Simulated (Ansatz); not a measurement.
# PC: the cost of one run

Method: DFT PBE, scalar-relativistic, plane waves, PAW, unless a step names another level, in Ansatz 0.2.0.

11 further runs of the same task are left out: 11 set aside as unsound or not needed. Runs told in other sessions of the task aren't counted.

### Step 1. The formula and the candidates

Pauling electronegativities: P 2.19, C 2.55 (spread 0.36). No set of common oxidation states balances it. Tabulated atomic sizes suggest about 16 Å³/atom. 39 candidates were drawn, by swapping species into database cells of other compounds, at random by space group and Wyckoff sites, or by hand, as the table says:

```csv
name,made from,space group no.,Wyckoff sites,atoms (primitive cell),V (Å³/atom)
c01,database cell of SnBi,119,P 2c; C 2a,2,17.2
c02,database cell of PbS,160,P 3a; C 3a,2,16.1
c03,database cell of LiSn,10,"P 2m, 1c; C 2n, 1h",6,17.2
c04,database cell of PtPb,194,P 2a; C 2c,4,14.9
c05,database cell of SrSn,63,P 4c; C 4c,4,19.1
c06,database cell of NaIn,227,P 8b; C 8a,4,17.5
c07,database cell of AsRh,62,P 4c; C 4c,8,13.7
c08,database cell of HfAu,129,P 2c; C 2c,4,15.8
c09,database cell of CuBi,51,"P 2f, 2e; C 2e, 2b",8,16.2
c10,database cell of ScIr,221,P 1a; C 1b,2,16.6
c11,database cell of MoOs,187,P 1f; C 1c,2,15.1
c12,built by hand: beta-GaSe (2H),194,P 4f; C 4f,8,14.0
c13,database cell of TlS,166,"P 3a, 3b; C 6c",4,14.9
c14,database cell of CuTe,59,P 2b; C 2a,4,16.4
c15,database cell of GaS,194,P 4e; C 4f,8,17.4
c16,database cell of HCl,44,P 2a; C 2a,2,21.9
c17,database cell of MgIn,12,P 2a; C 2d,2,18.5
c18,database cell of ZnAg,8,P 2a; C 2a,2,14.8
c19,database cell of TmZn,221,P 1b; C 1a,2,18.5
c20,database cell of HBr,69,P 4b; C 4a,2,18.5
c21,built by hand: gamma-GaSe (3R),160,"P 3a, 3a; C 3a, 3a",4,14.0
c22,database cell of SbPb,65,P 2a; C 2c,2,16.3
c23,database cell of PtAu,166,P 3b; C 3a,2,14.8
c24,database cell of GeAs,107,P 2a; C 2a,2,15.3
c25,database cell of TbP,225,P 4b; C 4a,2,16.4
c26,database cell of GaPt,198,P 4a; C 4a,8,14.1
c27,built by hand: antiprismatic GaSe-type slab (1T),164,P 2d; C 2c,4,14.0
c28,database cell of CoIr,187,P 1a; C 1f,2,16.9
c29,database cell of MnS,186,P 2b; C 2b,4,19.8
c30,database cell of TcN,221,P 3c; C 3d,6,13.3
c31,built by hand: epsilon-GaSe (2H),187,"P 2g, 2h; C 2i, 2g",8,14.0
c32,built by hand: ordered black-phosphorus-like PC,10,P 2n; C 2m,4,14.6
c33,database cell of MgCd,187,P 1e; C 1b,2,17.2
c34,database cell of VO,12,"P 4i; C 2b, 2c",4,14.2
c35,database cell of InPb,166,P 3a; C 3b,2,16.9
c36,database cell of MnIr,123,P 1d; C 1a,2,15.7
c37,database cell of LiC,71,P 4j; C 4g,4,15.7
c38,database cell of MgIn,123,P 1a; C 1d,2,17.8
c39,database cell of PbS,12,P 4i; C 4i,4,21.9
```

### Step 2. Screening run of c08

Input file input.yaml:

```yaml
crystal:
  lattice:
    - [3.26848592, 0.0, 0.0]
    - [0.0, 3.26848592, 0.0]
    - [0.0, 0.0, 5.92977977]
  atoms:
    - { symbol: P, position: [0.0, 0.5, 0.85157967] }
    - { symbol: P, position: [0.5, 0.0, 0.14842033] }
    - { symbol: C, position: [0.0, 0.5, 0.37143359] }
    - { symbol: C, position: [0.5, 0.0, 0.62856641] }
basis:
  ecutwfc: 420
kpoints:
  mp_grid: { grid: [6, 6, 4] }
hamiltonian:
  xc: pbe
scf:
  occupations: { method: gaussian, width: 0.2 }
  lower_state_search: "off"
output:
  forces: true
  stress: true
  eigenvalues: true
relax:
  adjacent_minimum: "off"
  f_tol: 0.08
  max_steps: 16
  cell: { stress_tol: 0.8 }
```

On the command line:

```bash
> ansatz run input.yaml --threads 1 --pin off --max-ram 2560MiB --backend cpu --events-out ev --progress --plain --runs-dir out
```

Q: Estimate wall time and peak memory on 1 thread of Intel Xeon 6975P-C (Granite Rapids), shared host.

About 12 s, with a peak of 0.38 GiB.
